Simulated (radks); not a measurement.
# Bi³⁺ in [Xe] 4f14 5d9.5 6s2 6p0.5: an all-electron calculation

Aim: the levels, the sizes of the orbitals and the parts of the energy of the bismuth ion Bi3+.

The numbers are computed with radks (a radial shooting solver on a logarithmic mesh, Libxc functionals) version 1 (scalar-relativistic Kohn-Sham, exchange-only LDA, spin-polarised, spherical densities, point nucleus; open shells are filled with parallel spins first), except any that are marked as measured or tabulated.

## 1. Starting point

| Quantity | Value |
| --- | --- |
| element | bismuth (Z = 83) |
| charge | +3 |
| electrons | 80 |
| configuration | [Xe] 4f14 5d9.5 6s2 6p0.5 |

## 2. The calculation

Input:

```text
Z 83
configuration [Xe] 4f14 5d9.5 6s2 6p0.5
relativity scalar-relativistic
functional lda,
spin polarised
nucleus point
c 137.035999084
```

Q: Predict the outcome of this run.

The runs gave:

```
                        quantity                   value
                    total energy     -21508.4825 hartree
exchange-correlation share of it                  1.74 %
                            −T/E                  1.1348
          highest occupied level       6p up, -28.100 eV
    most extended occupied level  6p up, <r> = 2.45 bohr
 radius at density 0.001 e/bohr³               3.62 bohr
    maxima of the radial density                       4
```

What this shows: The radial density shows 4 maxima for 6 occupied principal shells; where shells overlap, one shows as a shoulder or not at all. Relativity lifts −T/E to 1.135. This is not the tabulated ground configuration, so its levels and sizes aren't those of the ground state, and no measured value stands beside it.
